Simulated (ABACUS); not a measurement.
# WAu (F-43m) in ABACUS: equation of state

How stiff is WAu in PBE, and what volume does it want? The cell is scaled to several volumes.

Program: ABACUS 3.10.1. These are calculated values, not measurements. Logs are shortened: lines on timing, memory, paths and dates and some standing lists are left out, and cuts for length are marked.

### Step 1. Starting point

The structure is cubic, space group F-43m (No. 216). The conventional cell has a = 5.496 Å, b = 5.496 Å, c = 5.496 Å, α = 90.00°, β = 90.00°, γ = 90.00°. Around W (site symmetry -43m) lie 4 Au at 2.38 Å. Au (site symmetry -43m) has 4 W at 2.38 Å as nearest neighbours.

The cell was built by a generator and needn't be a form met in nature.

### Step 2. Equation of state, PBE, 19.51 Å³/atom (volume scaled by 0.94)

INPUT reads:

```
INPUT_PARAMETERS
suffix              WAu
calculation         scf
basis_type          pw
pseudo_dir          ./
symmetry            1
dft_functional      pbe
ecutwfc             76
pseudo_rcut         7
nspin               1
nbands              21
ks_solver           dav
smearing_method     fd
smearing_sigma      0.00367493
scf_thr             1e-08
scf_nmax            100
mixing_type         broyden
mixing_beta         0.7
cal_force           1
cal_stress          1
kpar                4
```

STRU reads:

```
ATOMIC_SPECIES
W 183.8400 W.upf
Au 196.9666 Au.upf

LATTICE_CONSTANT
1.8897261246

LATTICE_VECTORS
0.0000000000 2.6918823101 2.6918823101
2.6918823101 0.0000000000 2.6918823101
2.6918823101 2.6918823101 0.0000000000

ATOMIC_POSITIONS
Direct

W
0.0
1
0.0000000000 0.0000000000 0.0000000000 1 1 1

Au
0.0
1
0.7500000000 0.7500000000 0.7500000000 1 1 1
```

KPT reads:

```
K_POINTS
0
Gamma
8 8 8 0 0 0
```

Potentials or basis: PseudoDojo NC SR 0.4.1 PBE standard, plane waves.

Launch:

```bash
OMP_NUM_THREADS=1 mpirun -np 4 abacus > log
```

running log:

```text
ABACUS v3.10.1

               Atomic-orbital Based Ab-initio Computation at UStc

 ------------------------------------------------------------------------------------

 READING GENERAL INFORMATION
                           global_out_dir = OUT.WAu/
                           global_in_card = INPUT
                               pseudo_dir = ./
                              orbital_dir =
                                    DSIZE = 4
                                    GSIZE = 1

 READING UNITCELL INFORMATION
                                    ntype = 2
                  lattice constant (Bohr) = 1.88973
              lattice constant (Angstrom) = 1

 READING ATOM TYPE 1
                               atom label = W
                      L=0, number of zeta = 1
                      L=1, number of zeta = 1
                      L=2, number of zeta = 1
             number of atom for this type = 1

 READING ATOM TYPE 2
                               atom label = Au
                      L=0, number of zeta = 1
                      L=1, number of zeta = 1
                      L=2, number of zeta = 1
             number of atom for this type = 1

                        TOTAL ATOM NUMBER = 2
DIRECT COORDINATES
    atom                   x                   y                   z     mag                  vx                  vy                  vz
taud_W1            0.0000000000        0.0000000000        0.0000000000  0.0000        0.0000000000        0.0000000000        0.0000000000
taud_Au1            0.7500000000        0.7500000000        0.7500000000  0.0000        0.0000000000        0.0000000000        0.0000000000

                          Volume (Bohr^3) = 263.266
                             Volume (A^3) = 39.012

 Lattice vectors: (Cartesian coordinate: in unit of a_0)
                   +0            +2.69188            +2.69188
             +2.69188                  +0            +2.69188
             +2.69188            +2.69188                  +0
 Reciprocal vectors: (Cartesian coordinate: in unit of 2 pi/a_0)
            -0.185744           +0.185744           +0.185744
            +0.185744           -0.185744           +0.185744
            +0.185744           +0.185744           -0.185744
 The esolver type has been set to : ksdft_pw

                PAO radial cut off (Bohr) = 7

 Read in pseudopotential file is W.upf
                     pseudopotential type = NC
          exchange-correlation functional = PBE
                 nonlocal core correction = 1
                        valence electrons = 14
                                     lmax = 3
                           number of zeta = 4
                     number of projectors = 8
                           L of projector = 0
                           L of projector = 0
                           L of projector = 1
                           L of projector = 1
                           L of projector = 2
                           L of projector = 2
                           L of projector = 3
                           L of projector = 3
                PAO radial cut off (Bohr) = 7

 Read in pseudopotential file is Au.upf
                     pseudopotential type = NC
          exchange-correlation functional = PBE
                 nonlocal core correction = 1
                        valence electrons = 19
                                     lmax = 3
                           number of zeta = 4
                     number of projectors = 7
                           L of projector = 0
                           L of projector = 0
                           L of projector = 1
                           L of projector = 1
                           L of projector = 2
                           L of projector = 2
                           L of projector = 3
     initial pseudo atomic orbital number = 20

 SETUP THE ELECTRONS NUMBER
             electron number of element W = 14
       total electron number of element W = 14
            electron number of element Au = 19
      total electron number of element Au = 19
            AUTOSET number of electrons:  = 33
                           occupied bands = 17
                                   NBANDS = 21
                                   NLOCAL = 18

%%%%%%%%%%%%%%%%%%%%%%%%%%%%%%%%%%%%%%%%%%%%%%%%%%%%%%%%%%%%%%%%%%%%%%%%%%%%%%%%%%%%%%%%%%%%%%%%%%%%%%%%%%
 Warning: the number of valence electrons in pseudopotential > 6 for W: [Xe] 4f14 5d4 6s2
 Warning: the number of valence electrons in pseudopotential > 11 for Au: [Xe] 4f14 5d10 6s1
 Pseudopotentials with additional electrons can yield (more) accurate outcomes, but may be less efficient.
 If you're confident that your chosen pseudopotential is appropriate, you can safely ignore this warning.
%%%%%%%%%%%%%%%%%%%%%%%%%%%%%%%%%%%%%%%%%%%%%%%%%%%%%%%%%%%%%%%%%%%%%%%%%%%%%%%%%%%%%%%%%%%%%%%%%%%%%%%%%%

 SETUP THE PLANE WAVE BASIS
 energy cutoff for charge/potential (unit:Ry) = 304
            fft grid for charge/potential = [ 40, 40, 40 ]
                        fft grid division = [ 1, 1, 1 ]
        big fft grid for charge/potential = [ 40, 40, 40 ]
                                     nbxx = 64000
                                     nrxx = 64000

 SETUP PLANE WAVES FOR CHARGE/POTENTIAL
                    number of plane waves = 23505
                         number of sticks = 1069

 PARALLEL PW FOR CHARGE/POTENTIAL
     PROC   COLUMNS(POT)             PW
        1           1069          23505
 --------------- sum -------------------
        1           1069          23505
                            number of |g| = 268
                                  max |g| = 27.4281
                                  min |g| = 0

----------- Double Check Mixing Parameters Begin ------------
mixing_type: broyden
mixing_beta: 0.7
mixing_gg0: 1
mixing_gg0_min: 0.1
mixing_ndim: 8
----------- Double Check Mixing Parameters End ------------

 LATTICE VECTORS: (CARTESIAN COORDINATE: IN UNIT OF A0)
                   +0            +2.69188            +2.69188
             +2.69188                  +0            +2.69188
             +2.69188            +2.69188                  +0
                       right hand lattice = 1
                                   NORM_A = 3.8069
                                   NORM_B = 3.8069
                                   NORM_C = 3.8069
                           ALPHA (DEGREE) = 60
                           BETA  (DEGREE) = 60
                           GAMMA (DEGREE) = 60

 The lattice vectors have been changed (STRU_SIMPLE.cif)

(for optimal symmetric configuration:)
                             BRAVAIS TYPE = 3
                     BRAVAIS LATTICE NAME = 03. Cubic F (face-centered)
                                    ibrav = 3
                                    IBRAV = 3
                                  BRAVAIS = FACE CENTERED CUBIC
                       LATTICE CONSTANT A = 5.38376
Original cell was already a primitive cell.
                        ROTATION MATRICES = 48
              PURE POINT GROUP OPERATIONS = 24
                   SPACE GROUP OPERATIONS = 24
                                       C2 = 3
                                       C3 = 8
                                       C4 = 0
                                       C6 = 0
                                       S1 = 6
                                       S3 = 0
                                       S4 = 6
                                       S6 = 0
                              POINT GROUP = T_d
                                       C2 = 3
                                       C3 = 8
                                       C4 = 0
                                       C6 = 0
                                       S1 = 6
                                       S3 = 0
                                       S4 = 6
                                       S6 = 0
               POINT GROUP IN SPACE GROUP = T_d

 SETUP K-POINTS
                                    nspin = 1
                   Input type of k points = Monkhorst-Pack(Gamma)
                                   nkstot = 512
                       right hand lattice = 1
(for reciprocal lattice: )
                             BRAVAIS TYPE = 2
                     BRAVAIS LATTICE NAME = 02. Cubic I (body-centered)
                                    ibrav = 2
                       right hand lattice = 1
(for k-lattice: )
                             BRAVAIS TYPE = 2
                     BRAVAIS LATTICE NAME = 02. Cubic I (body-centered)
                                    ibrav = 2
                       right hand lattice = 1
                        ROTATION MATRICES = 48
                               nkstot_ibz = 29
K-POINTS REDUCTION ACCORDING TO SYMMETRY
     IBZ    DIRECT_X    DIRECT_Y    DIRECT_Z  WEIGHT  ibz2bz
       1  0.00000000  0.00000000  0.00000000  0.0020       0
       2  0.12500000  0.12500000  0.12500000  0.0156       1
       3  0.25000000  0.25000000  0.25000000  0.0156       2
       4  0.37500000  0.37500000  0.37500000  0.0156       3
       5  0.50000000  0.50000000  0.50000000  0.0078       4
       6  0.12500000  0.12500000  0.00000000  0.0117       9
[... 21 lines left out ...]
      28 -0.12500000  0.50000000  0.37500000  0.0234     101
      29  0.50000000  0.25000000 -0.25000000  0.0117     166

                               nkstot now = 29
[... K-POINTS DIRECT COORDINATES: 29 rows ...]

           k-point number in this process = 8
       minimum distributed K point number = 7
[... stars of the k points ...]

[... K-POINTS CARTESIAN COORDINATES: 8 rows ...]

[... K-POINTS DIRECT COORDINATES: 8 rows ...]

 SETUP PLANE WAVES FOR WAVE FUNCTIONS
     energy cutoff for wavefunc (unit:Ry) = 76
              fft grid for wave functions = [ 40, 40, 40 ]
                    number of plane waves = 3527
                         number of sticks = 313

 PARALLEL PW FOR WAVE FUNCTIONS
     PROC   COLUMNS(POT)             PW
        1            313           3527
 --------------- sum -------------------
        1            313           3527

 SETUP NONLOCAL PSEUDOPOTENTIALS IN PLANE WAVE BASIS
 W non-local projectors:
 projector 1 L=0
 projector 2 L=0
 projector 3 L=1
 projector 4 L=1
 projector 5 L=2
 projector 6 L=2
 projector 7 L=3
 projector 8 L=3
 Au non-local projectors:
 projector 1 L=0
 projector 2 L=0
 projector 3 L=1
 projector 4 L=1
 projector 5 L=2
 projector 6 L=2
 projector 7 L=3
      TOTAL NUMBER OF NONLOCAL PROJECTORS = 57

 Init Non-Local PseudoPotential table :
 Init Non-Local-Pseudopotential done.

                                     npwx = 2947

 Make real space PAO into reciprocal space.
       max mesh points in Pseudopotential = 701
     dq(describe PAO in reciprocal space) = 0.01
                                    max q = 1050

 number of pseudo atomic orbitals for W is 4
WARNING: norm of atomic wavefunction # 3 of atomic type W is 0.999307, renormalized
WARNING: norm of atomic wavefunction # 4 of atomic type W is 0.996227, renormalized

 number of pseudo atomic orbitals for Au is 4
WARNING: norm of atomic wavefunction # 3 of atomic type Au is 0.999933, renormalized
WARNING: norm of atomic wavefunction # 4 of atomic type Au is 0.997789, renormalized

 -------------------------------------------
 SELF-CONSISTENT
 -------------------------------------------
                                 init_chg = atomic

 PW ALGORITHM --------------- ION=   1  ELEC=   1--------------------------------

 Density error is 0.596683676244
                          Error Threshold = 0.01
----------------------------------------------------------
     Energy           Rydberg                 eV
----------------------------------------------------------
 E_KohnSham     -447.4100269294      -6087.3257085729
 E_Harris       -455.7079927519      -6200.2253255684
 E_Fermi        1.3161546080         17.9072021175
----------------------------------------------------------
[... 87 lines left out ...]
 Density error is 6.43966672134e-10
                          Error Threshold = 5.58816798105e-11
----------------------------------------------------------
     Energy           Rydberg                 eV
----------------------------------------------------------
 E_KohnSham     -447.7262018470      -6091.6274890167
 E_KS(sigma->0) -447.7256292111      -6091.6196979067
 E_Harris       -447.7261232483      -6091.6264196278
 E_band         -33.0144292205       -449.1843536171
 E_one_elec     -166.1758705816      -2260.9387100200
 E_Hartree      96.7522034125        1316.3812604644
 E_xc           -85.3541914469       -1161.3033518607
 E_Ewald        -292.9471979593      -3985.7511053804
 E_entropy(-TS) -0.0011452716        -0.0155822199
 E_descf        0.0000000000         0.0000000000
 E_exx          0.0000000000         0.0000000000
 E_Fermi        1.3067034916         17.7786130825
----------------------------------------------------------

 charge density convergence is achieved
 final etot is -6091.627489 eV
 EFERMI = 17.778613083 eV

 STATE ENERGY(eV) AND OCCUPATIONS    NSPIN == 1
 1/8 kpoint (Cartesian) = 0.0000 0.0000 0.0000 (2891 pws)
       1       -90.1653     0.00390625
       2       -56.1705     0.00390625
       3       -41.5327     0.00390625
       4       -41.5327     0.00390625
       5       -41.5327     0.00390625
       6       -20.5254     0.00390625
[... 13 lines left out ...]
      20        27.2995    7.83725e-86
      21        29.7139        0.00000
[... 98 lines left out ...]
       5       -41.5302      0.0234375
       6       -20.5336      0.0234375
[... 13 lines left out ...]
      20        27.6800    2.32974e-88
      21        28.5506        0.00000

[... levels at 2 further k points ...]

------------------------------------------------------------------------------------------
 TOTAL-FORCE (eV/Angstrom)
------------------------------------------------------------------------------------------
                        W1         0.0000000000         0.0000000000         0.0000000000
                       Au1         0.0000000000         0.0000000000         0.0000000000
------------------------------------------------------------------------------------------

----------------------------------------------------------------
 TOTAL-STRESS (KBAR)
----------------------------------------------------------------
       515.0252308809         0.0000000000        -0.0000000000
         0.0000000000       515.0252308809        -0.0000000000
         0.0000000000        -0.0000000000       515.0252308809
----------------------------------------------------------------
 TOTAL-PRESSURE: 515.025231 KBAR

 --------------------------------------------
 !FINAL_ETOT_IS -6091.6274890167160265 eV
 --------------------------------------------
```

It took 15 s on 4 MPI ranks of Intel Xeon Platinum 8259CL at 2.50GHz (Skylake/Cascade Lake), shared host; peak memory 0.36 GiB.

Results:

```
Free energy            : -6091.6275 eV
Pressure               : 51.5 GPa
Band gap on the k mesh : none (metal or under the smearing width)
```

### Step 3. Equation of state, PBE, 19.92 Å³/atom (volume scaled by 0.96)

INPUT is that of step 2.

Changes to STRU since step 2:

```diff
@@ -8,5 +8,5 @@
 LATTICE_VECTORS
-0.0000000000 2.6918823101 2.6918823101
-2.6918823101 0.0000000000 2.6918823101
-2.6918823101 2.6918823101 0.0000000000
+0.0000000000 2.7108398524 2.7108398524
+2.7108398524 0.0000000000 2.7108398524
+2.7108398524 2.7108398524 0.0000000000
```

KPT is that of step 2.

Potentials or basis: PseudoDojo NC SR 0.4.1 PBE standard, plane waves.

Launch:

```bash
OMP_NUM_THREADS=1 mpirun -np 4 abacus > log
```

It took 17 s on 4 MPI ranks of Intel Xeon Platinum 8259CL at 2.50GHz (Skylake/Cascade Lake), shared host; peak memory 0.4 GiB.

The run converged. Its results:

```
Free energy            : -6091.8764 eV
Pressure               : 44.6 GPa
Band gap on the k mesh : none (metal or under the smearing width)
```

### Step 4. Equation of state, PBE, 20.34 Å³/atom (volume scaled by 0.98)

INPUT is that of step 3.

Changes to STRU since step 3:

```diff
@@ -8,5 +8,5 @@
 LATTICE_VECTORS
-0.0000000000 2.7108398524 2.7108398524
-2.7108398524 0.0000000000 2.7108398524
-2.7108398524 2.7108398524 0.0000000000
+0.0000000000 2.7295358905 2.7295358905
+2.7295358905 0.0000000000 2.7295358905
+2.7295358905 2.7295358905 0.0000000000
```

KPT is that of step 3.

Launch:

```bash
OMP_NUM_THREADS=1 mpirun -np 4 abacus > log
```

It took 17 s on 4 MPI ranks of Intel Xeon Platinum 8259CL at 2.50GHz (Skylake/Cascade Lake), shared host; peak memory 0.4 GiB.

Results (log left out):

```yaml
Free_energy: -6092.0912 eV
Pressure: 38.3 GPa
Band_gap_on_the_k_mesh: none (metal or under the smearing width)
```

(Part 1 of 2 ends here.)
